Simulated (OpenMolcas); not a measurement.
# Re³⁺ among point charges: CASSCF and CASPT2 levels and susceptibility

Aim: the splitting of the states of Re³⁺ in the field of 4 point charges, its lowest levels with spin-orbit coupling and its magnetic susceptibility.

Program: OpenMolcas 26.06. Level of theory: state-averaged CASSCF and CASPT2, spin-orbit coupling by RASSI with atomic mean-field integrals. These are calculated values, not measurements, unless marked.

**1. Starting point**

- Species: Re³⁺ (rhenium, Z = 75, 72 electrons)
- Basis: ANO-RCC-VDZP [7s6p4d2f1g], 68 functions
- Scalar Hamiltonian: DKH2, point nucleus
- Inactive shells: 1s 2s 2p 3s 3p 3d 4s 4p 4d 4f 5s 5p
- Active space: 4 electrons in 5 orbitals (5d)
- Some configurations of this space: 5d4
- Orbitals: optimised for each spin and parity, averaged over all roots

Outer shells as boxes (Hund's rule):

5d4
```
5d [↑ ][↑ ][↑ ][↑ ][  ]
```

The ion sits among 4 point charges of -1.3 e arranged as a tetrahedron (Td), 1.87 Å from the ion.

The work runs as a chain of OpenMolcas steps in one folder; each step below is one input file. Labels, J, g values, rates, χT and fits are worked out afterwards by a script from the matrices that RASSI stores.

**2. One- and two-electron integrals**

Input file a.inp:

```
&GATEWAY
Coord
1

Re 0.0 0.0 0.0
Basis=ANO-RCC-VDZP
Group=NoSym
NoMove
AngMom=0.0 0.0 0.0
AMFI
XField
4 Angstrom 0
1.079645 1.079645 1.079645 -1.300000
1.079645 -1.079645 -1.079645 -1.300000
-1.079645 1.079645 -1.079645 -1.300000
-1.079645 -1.079645 1.079645 -1.300000
&SEWARD
```

On the command line:

```bash
> OMP_NUM_THREADS=1 MOLCAS_MEM=1689 MOLCAS_PROJECT=a pymolcas a.inp > a.log
```

**3. CASSCF: quintets, 5 roots**

Input file a.inp:

```
&RASSCF
FileOrb=start.orb
Symmetry=1
Spin=5
nActEl=4 0 0
Inactive=34
Ras2=5
CIRoot=5 5 1
SDav=5
CIMx=300
Iter=120 100
PrWF=0.3
OrbListing=Nothing
MaxOrb=0
>>> COPY $Project.JobIph JOB001
```

start.orb holds the contracted functions of the basis, ordered by shell, or the orbitals of the step before.

**4. CASSCF: triplets, 45 roots**

Input file a.inp:

```
&RASSCF
FileOrb=start.orb
Symmetry=1
Spin=3
nActEl=4 0 0
Inactive=34
Ras2=5
CIRoot=45 45 1
SDav=45
CIMx=300
Iter=120 100
PrWF=0.3
OrbListing=Nothing
MaxOrb=0
>>> COPY $Project.JobIph JOB002
```

**5. CASSCF: singlets, 50 roots**

Input file a.inp:

```
&RASSCF
FileOrb=start.orb
Symmetry=1
Spin=1
nActEl=4 0 0
Inactive=34
Ras2=5
CIRoot=50 50 1
SDav=50
CIMx=300
Iter=120 100
PrWF=0.3
OrbListing=Nothing
MaxOrb=0
>>> COPY $Project.JobIph JOB003
```

**6. State interaction with spin-orbit coupling**

Input file a.inp:

```
&RASSI
NrOfJobIphs=3 5 45 50
1 2 3 4 5
1 2 3 4 5 6 7 8 9 10 11 12 13 14 15 16 17 18 19 20 21 22 23 24 25 26 27
28 29 30 31 32 33 34 35 36 37 38 39 40 41 42 43 44 45
1 2 3 4 5 6 7 8 9 10 11 12 13 14 15 16 17 18 19 20 21 22 23 24 25 26 27
28 29 30 31 32 33 34 35 36 37 38 39 40 41 42 43 44 45 46 47 48 49 50
IphNames
JOB001
JOB002
JOB003
EJob
SpinOrbit
DIPRint=1.0
SOCoupling=1000.0
Subsets=2
Property=9
'ANGMOM' 1 'ANGMOM' 2 'ANGMOM' 3 'MLTPL  1' 1 'MLTPL  1' 2 'MLTPL  1' 3
'AMFI' 1 'AMFI' 2 'AMFI' 3
SOProperty=3
'ANGMOM' 1 'ANGMOM' 2 'ANGMOM' 3
```

**7. CASPT2: IPEA 0.25, imaginary shift 0.1 (closed shells correlated: 4f 5s 5p)**

Input file a.inp:

```
>>> COPY JOB001 $Project.JobIph
&CASPT2
Multistate=5 1 2 3 4 5
NoMult
Frozen=23
IPEA=0.25
Imaginary=0.1
MaxIter=60
WThr=0.0 0.3 0.05
PrWF=0.5
NoMix
>>> COPY JOB002 $Project.JobIph
&CASPT2
Multistate=45 1 2 3 4 5 6 7 8 9 10 11 12 13 14 15 16 17 18 19 20 21 22
23 24 25 26 27 28 29 30 31 32 33 34 35 36 37 38 39 40 41 42 43 44 45
NoMult
Frozen=23
IPEA=0.25
Imaginary=0.1
MaxIter=60
WThr=0.0 0.3 0.05
PrWF=0.5
NoMix
>>> COPY JOB003 $Project.JobIph
&CASPT2
Multistate=50 1 2 3 4 5 6 7 8 9 10 11 12 13 14 15 16 17 18 19 20 21 22
23 24 25 26 27 28 29 30 31 32 33 34 35 36 37 38 39 40 41 42 43 44 45 46
47 48 49 50
NoMult
Frozen=23
IPEA=0.25
Imaginary=0.1
MaxIter=60
WThr=0.0 0.3 0.05
PrWF=0.5
NoMix
```

(Steps that only read results are left out.)

**Question.** What will these runs give? Wanted: spin-free ground state; first state of the same spin within the active space; lowest level; next level.

**Answer**, as computed:

```
                                            quantity                                                                           value
                                              method  SS-CASPT2, IPEA 0.25, imaginary shift 0.1 (closed shells correlated: 4f 5s 5p)
                              spin-free ground state                                                 5T2, 3-fold in its orbital part
first state of the same spin within the active space                                                                 5E at 4760 cm⁻¹
                                        lowest level                                                                       1-fold A1
                                          next level                                                                     2975.7 cm⁻¹
                                         χT at 300 K                                                                  0.11 cm³ K/mol
                           effective moment at 300 K                                                                         0.92 μB
```

Cost by method:

| method | time of its own steps | time with the reference |
| --- | --- | --- |
| A. CASSCF | 30 s | 30 s |
| B. SS-CASPT2, IPEA 0.25, imaginary shift 0.1, +4f 5s 5p | 37 s | 68 s |

Times are of one thread on a shared host.

What this shows: The spin-free ground state (5T2) comes to 100 % from free-ion D terms and keeps the highest spin of the shell. χT at 300 K is 0.11, against 3.01 cm³ K/mol for the spin alone, so spin-orbit coupling lowers it. An active space of the d shell alone favours high spin; real ions in strong fields can be low spin. CASPT2 does not keep the components of a term degenerate, and the means are used. The field of point charges can differ much from that of real complexes. This is an electrostatic model: the charges have no orbitals.
